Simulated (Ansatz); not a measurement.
Run this with Ansatz 0.2.0, Python API and show what comes out.

`freq.py`
```python
import itertools

import ansatz as az
from ase import Atoms
from ase.data import atomic_numbers, covalent_radii
import numpy as np

atoms = Atoms(["O", "Ge", "O", "Si", "H", "H", "H", "H", "H", "H"], positions=[
    (-1.6111, 1.0259, -1.8287),
    (-0.4644, 0.7009, -0.5658),
    (-0.4557, -1.0632, -0.2944),
    (0.8252, -1.2932, 0.9484),
    (-1.6206, 2.0482, -1.9573),
    (-0.8666, 1.4572, 0.7365),
    (0.9627, 1.1983, -1.0227),
    (0.8873, -2.723, 1.2447),
    (0.3565, -0.5767, 2.2199),
    (2.0698, -0.8258, 0.5222),
])
geh6o2si = az.Crystal.molecule_from_ase(atoms)

base = (
    geh6o2si.calculation()
    .basis(gaussian="def2-SVP")
    .functional("b3lyp")
)
symbols = [site.symbol for site in geh6o2si.cartesian_sites]
start = np.array([site.position_ang for site in geh6o2si.cartesian_sites], dtype=float)
def progress(event):
    if event["event"] == "relax_step":
        row = event["data"]
        print(f"step {row['step']:3d}  E = {row['lagrangian_ev']:.6f} eV  largest force component {row['allowed_force_max_ev_ang']:.4f} eV/A")


data = base.relax(force_tolerance=0.003).session().plan().execute(on_event=progress).report
end = np.array(data["positions_ang"])

radius = [covalent_radii[atomic_numbers[s]] for s in symbols]
span = lambda where, i, j: np.linalg.norm(where[i] - where[j])
bonded = [(i, j) for i, j in itertools.combinations(range(len(symbols)), 2) if min(span(start, i, j), span(end, i, j)) < 1.2 * (radius[i] + radius[j])]
print("pair        before    after (A)")
for i, j in bonded:
    print(f"{symbols[i]}{i}-{symbols[j]}{j}".ljust(10), f"{span(start, i, j):8.4f} {span(end, i, j):8.4f}")

minimum = az.Crystal.molecule()
for symbol, place in zip(symbols, end):
    minimum = minimum.atom(symbol, place.tolist())
vibrating = (
    minimum.calculation()
    .basis(gaussian="def2-SVP")
    .functional("b3lyp")
    .phonons(temperatures=(298.15, 498.15, 100))
)
vib = vibrating.run(threads=1, backend="cpu").report["vibrations"]
sums = vib["harmonic_sums"]
modes = [m["omega_inv_cm"] for m in sums["modes_at_gamma"] if m["rigid_motion"] == "no"]
print("frequencies (1/cm):", " ".join(f"{w:.0f}" for w in modes))
print("imaginary modes:", sum(w < 0 for w in modes), " zero-point energy:", round(sums["zero_point_energy_ev"], 4), "eV")
print("T (K)   F_vib (eV)   S_vib (meV/K)   C_vib (meV/K)")
for row in zip(sums["temperatures_k"], sums["vibrational_free_energy_ev"], vib["entropy_ev_per_k"], vib["heat_capacity_ev_per_k"]):
    print(f"{row[0]:6.1f} {row[1]:11.4f} {1000 * row[2]:13.4f} {1000 * row[3]:15.4f}")
```

Running `python freq.py` prints:
```text
step   1  E = -68577.647833 eV  largest force component 3.7182 eV/A
step   2  E = -68578.133036 eV  largest force component 2.0369 eV/A
step   3  E = -68578.369535 eV  largest force component 0.4554 eV/A
step   4  E = -68578.416208 eV  largest force component 0.2535 eV/A
step   5  E = -68578.449558 eV  largest force component 0.2603 eV/A
step   6  E = -68578.458372 eV  largest force component 0.4017 eV/A
step   7  E = -68578.489751 eV  largest force component 0.2146 eV/A
step   8  E = -68578.524782 eV  largest force component 0.2006 eV/A
step   9  E = -68578.481027 eV  largest force component 2.2236 eV/A
step  10  E = -68578.540182 eV  largest force component 0.1556 eV/A
step  11  E = -68578.548263 eV  largest force component 0.7926 eV/A
step  12  E = -68578.569884 eV  largest force component 0.2147 eV/A
step  13  E = -68578.583872 eV  largest force component 0.0995 eV/A
step  14  E = -68578.583193 eV  largest force component 0.7495 eV/A
step  15  E = -68578.588349 eV  largest force component 0.0517 eV/A
step  16  E = -68578.590938 eV  largest force component 0.1589 eV/A
step  17  E = -68578.592871 eV  largest force component 0.2180 eV/A
step  18  E = -68578.594339 eV  largest force component 0.0872 eV/A
step  19  E = -68578.593741 eV  largest force component 0.1805 eV/A
step  20  E = -68578.595718 eV  largest force component 0.0173 eV/A
step  21  E = -68578.596587 eV  largest force component 0.0454 eV/A
step  22  E = -68578.596897 eV  largest force component 0.0278 eV/A
step  23  E = -68578.596939 eV  largest force component 0.0261 eV/A
step  24  E = -68578.597045 eV  largest force component 0.0107 eV/A
step  25  E = -68578.597079 eV  largest force component 0.0049 eV/A
step  26  E = -68578.597107 eV  largest force component 0.0055 eV/A
step  27  E = -68578.597150 eV  largest force component 0.0077 eV/A
step  28  E = -68578.597183 eV  largest force component 0.0071 eV/A
step  29  E = -68578.597211 eV  largest force component 0.0099 eV/A
step  30  E = -68578.597223 eV  largest force component 0.0079 eV/A
step  31  E = -68578.597229 eV  largest force component 0.0052 eV/A
step  32  E = -68578.597230 eV  largest force component 0.0016 eV/A
pair        before    after (A)
O0-Ge1       1.7365   1.7804
O0-H4        1.0304   0.9667
Ge1-O2       1.7849   1.7812
Ge1-H5       1.5588   1.5380
Ge1-H6       1.5789   1.5345
O2-Si3       1.7995   1.6633
Si3-H7       1.4615   1.4929
Si3-H8       1.5329   1.4896
Si3-H9       1.3961   1.4954
frequencies (1/cm): 34 58 106 222 291 501 566 684 709 732 743 818 853 906 955 962 1003 1020 2154 2176 2204 2216 2236 3839
imaginary modes: 0  zero-point energy: 1.611 eV
T (K)   F_vib (eV)   S_vib (meV/K)   C_vib (meV/K)
 298.1      1.4748        0.8718          0.7906
 398.1      1.3745        1.1323          1.0117
 498.1      1.2488        1.3780          1.1802
```

Total energies depend on the basis set; only differences at equal settings carry meaning. The frequencies are harmonic and unscaled, in a modest basis. b3lyp holds the VWN-RPA fit, as in Gaussian; the form of ORCA and Turbomole is b3lyp5. Finished in 6.5 min on 1 thread of Arm Neoverse V1, on a shared host, peak memory 0.33 GiB.
